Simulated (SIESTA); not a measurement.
NbTe:

```
Te Nb
1.0
     3.70297    0.00000    0.00000
    -1.85149    3.20687    0.00000
     0.00000    0.00000    3.69421
Te Nb
1 1
Direct
  0.66667 0.33333 0.00000
  0.00000 0.00000 0.50000
```

The cell comes from a database or a generator and needn't be the stable form of this composition.

Program: SIESTA 5.4.2. Alike in all runs: task single point; level PBE; no spin polarisation; cell as given; k mesh 8 × 8 × 7; smearing fermi-dirac 0.05 eV; grid cutoff 800 Ry; energy shift 0.003 Ry. Hardware: 1 thread of Intel(R) Xeon(R) 6975P-C (Granite Rapids) (shared host).

Task: Order these runs on this cell by their wall time, lowest first.
A. potentials or basis PseudoDojo 0.4 standard (PBE files), SZP (energy shift 0.003 Ry)
B. potentials or basis PseudoDojo 0.4 standard (PBE files), SZ (energy shift 0.003 Ry)
C. potentials or basis PseudoDojo 0.4 standard (PBE files), TZP (energy shift 0.003 Ry; two zetas on semicore shells)

Result: B (15 s), A (38 s), C (78 s).

Caveats: the basis has no polarisation orbitals (some runs).
